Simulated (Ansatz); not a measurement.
**AgOs4: one candidate of a structure search**

Where does this trial cell of AgOs4 go when cell and atoms are let free?

Computed with Ansatz 0.2.0 (DFT PBE, scalar-relativistic, plane waves, PAW, unless a step's input says otherwise).

### Step 1. The starting structure

The structure is cubic, space group Im-3m (No. 229). Conventional cell: a = 5.350 Å, b = 5.350 Å, c = 5.350 Å, α = 90.00°, β = 90.00°, γ = 90.00°. Ag (site symmetry m-3m) is surrounded by 8 Os at 2.32 Å. Around Os (site symmetry -3m) lie 2 Ag at 2.32 Å.

As a file:

```
CELL_PARAMETERS angstrom
-2.67503 2.67503 2.67503
2.67503 -2.67503 2.67503
2.67503 2.67503 -2.67503
ATOMIC_POSITIONS crystal
Ag 0.00000 0.00000 0.00000
Os 0.00000 0.00000 0.50000
Os 0.50000 0.00000 0.00000
Os 0.50000 0.50000 0.50000
Os 0.00000 0.50000 0.00000
```

The cell is invented: species swapped into a database cell of NiHg4 (Im-3m, No. 229), with Ag on the Ni sites and Os on the Hg sites. The dimensions are guesses.

### Step 2. The guess as it stands, on a coarse mesh

input.yaml

```yaml
crystal:
  lattice:
    - [-2.6750253, 2.6750253, 2.6750253]
    - [2.6750253, -2.6750253, 2.6750253]
    - [2.6750253, 2.6750253, -2.6750253]
  atoms:
    - { symbol: Ag, position: [0.0, 0.0, 0.0] }
    - { symbol: Os, position: [0.0, 0.0, 0.5] }
    - { symbol: Os, position: [0.5, 0.0, 0.0] }
    - { symbol: Os, position: [0.5, 0.5, 0.5] }
    - { symbol: Os, position: [0.0, 0.5, 0.0] }
basis:
  ecutwfc: 420
kpoints:
  mp_grid: { grid: [4, 4, 4] }
hamiltonian:
  xc: pbe
scf:
  occupations: { method: gaussian, width: 0.1 }
  lower_state_search: "off"
output:
  forces: true
  stress: true
  eigenvalues: true
```

Launch:

```bash
ansatz run input.yaml --threads 1 --pin off --max-ram 2048MiB --backend cpu --events-out ev --progress --plain --runs-dir out
```

Further runs follow: rough relaxation on the coarse mesh; spin check on a coarse mesh; relaxation on the finer mesh.

Q: Predict the outcome of this session. Wanted: conventional cell; volume; energy over the elements; gap on the mesh.

**Answer**, as computed:

```
                              quantity                                                                      value
symmetry at the end (tolerance 0.05 Å)                                                space group Im-3m (No. 229)
                     conventional cell  a = 5.698 Å, b = 5.698 Å, c = 5.698 Å, α = 90.00°, β = 90.00°, γ = 90.00°
                                volume                                                              18.50 Å³/atom
              energy over the elements                                                              +2.42 eV/atom
                       gap on the mesh                                                               none (metal)
```

What this shows: The space group Im-3m (No. 229) is kept, and the volume per atom grows by 20.8 % from the first guess. With a positive formation energy it can't be a ground state. No finished test with a distortion of lower symmetry is shown, so the end may be a saddle point. The runs treat Os without spin-orbit coupling. Other magnetic orders were not searched.
